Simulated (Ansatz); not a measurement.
**C₂H₅ClF₂Si: small, medium and large basis sets**

An exercise on one series of results from a longer session: the logs are not shown, and one member is left open.

Method: one geometry, several basis sets; program: Ansatz 0.2.0, Gaussian basis.

Plan: PBE0-D4/def2-SVP; ωB97M-V/def2-SVP; PBE0-D4/def2-QZVPP; ωB97M-V/def2-QZVPP; the functionals' def2-TZVPP values are taken from earlier runs.

### The relaxed structure

The geometry comes from an earlier relaxation with PBE0-D4 in a triple-zeta def2 set; it is a stationary point, not always the lowest conformer.

SMILES `FC[SiH](F)CCl`, 11 atoms, charge 0, spin multiplicity 1.

Atoms are counted from 1 here; the program's logs count them from 0.

Bond lengths: F1–C2 1.392 Å, C2–Si3 1.881 Å, C2–H7 1.095 Å, C2–H8 1.095 Å, Si3–F4 1.601 Å, Si3–C5 1.870 Å, Si3–H9 1.481 Å, C5–Cl6 1.788 Å, C5–H10 1.090 Å, C5–H11 1.090 Å. Angles: F1–C2–Si3 109.8°, F1–C2–H7 108.3°, F1–C2–H8 108.4°, Si3–C2–H7 111.4°, Si3–C2–H8 110.9°, H7–C2–H8 107.9°, C2–Si3–F4 109.0°, C2–Si3–C5 109.9°, C2–Si3–H9 110.3°, F4–Si3–C5 108.2°, F4–Si3–H9 108.5°, C5–Si3–H9 110.9°, Si3–C5–Cl6 106.1°, Si3–C5–H10 112.3°, Si3–C5–H11 113.2°, Cl6–C5–H10 107.9°, Cl6–C5–H11 108.0°, H10–C5–H11 109.1°.

As a file:

```mol
C2H5ClF2Si
  3D, bonds by distance, orders not assigned

 11 10  0  0  0  0  0  0  0  0999 V2000
   -1.2192   -1.2523    1.2863 F   0  0
   -1.4436   -0.5807    0.0875 C   0  0
   -0.1459    0.7614   -0.1439 Si  0  0
   -0.3707    1.8995    0.9595 F   0  0
    1.5630    0.0412    0.0973 C   0  0
    1.8101   -1.1115   -1.2471 Cl  0  0
   -2.4544   -0.1592    0.1135 H   0  0
   -1.4029   -1.3087   -0.7294 H   0  0
   -0.2767    1.3762   -1.4854 H   0  0
    1.6511   -0.5113    1.0327 H   0  0
    2.3546    0.7885    0.0496 H   0  0
  1  2  8  0
  2  3  8  0
  3  4  8  0
  3  5  8  0
  5  6  8  0
  2  7  8  0
  2  8  8  0
  3  9  8  0
  5 10  8  0
  5 11  8  0
M  END
```

Set-up of the first run:

Contents of in.yaml:

```yaml
crystal:
  periodic: [false, false, false]
  atoms:
    - {symbol: F, position_ang: [-1.219183, -1.252318, 1.286307]}
    - {symbol: C, position_ang: [-1.443625, -0.580656, 0.087461]}
    - {symbol: Si, position_ang: [-0.145948, 0.761360, -0.143932]}
    - {symbol: F, position_ang: [-0.370702, 1.899476, 0.959531]}
    - {symbol: C, position_ang: [1.562989, 0.041212, 0.097335]}
    - {symbol: Cl, position_ang: [1.810109, -1.111467, -1.247059]}
    - {symbol: H, position_ang: [-2.454405, -0.159238, 0.113460]}
    - {symbol: H, position_ang: [-1.402854, -1.308694, -0.729397]}
    - {symbol: H, position_ang: [-0.276726, 1.376158, -1.485395]}
    - {symbol: H, position_ang: [1.651126, -0.511337, 1.032690]}
    - {symbol: H, position_ang: [2.354617, 0.788503, 0.049598]}
basis:
  gaussian: {orbitals: def2-SVP}
hamiltonian: {xc: pbe0, dispersion: d4}
output: {orbitals: {seedname: orbitals}}
```

Steps of the session up to this table: PBE0-D4 in def2-SVP; ωB97M-V in def2-SVP; PBE0-D4 in def2-QZVPP; ωB97M-V in def2-QZVPP.

One of the session's tables, all rows but one given; the rest of the session is left out.

It belongs to the step «Density functionals: the series». 

| functional | basis | HOMO (eV) | LUMO (eV) |
| --- | --- | --- | --- |
| PBE0-D4 | def2-SVP | -8.26 | 0.35 |
| PBE0-D4 | def2-TZVPP | ? | ? |
| PBE0-D4 | def2-QZVPP | -8.42 | -0.31 |
| ωB97M-V | def2-SVP | -10.49 | 2.45 |
| ωB97M-V | def2-TZVPP | -10.64 | 1.76 |
| ωB97M-V | def2-QZVPP | -10.69 | 1.31 |

Q: Estimate the row for PBE0-D4, def2-TZVPP from the others.

**Answer.** HOMO (eV): -8.38; LUMO (eV): -0.12. In the column «HOMO (eV)» it lies between PBE0-D4, def2-QZVPP (-8.42) and PBE0-D4, def2-SVP (-8.26).
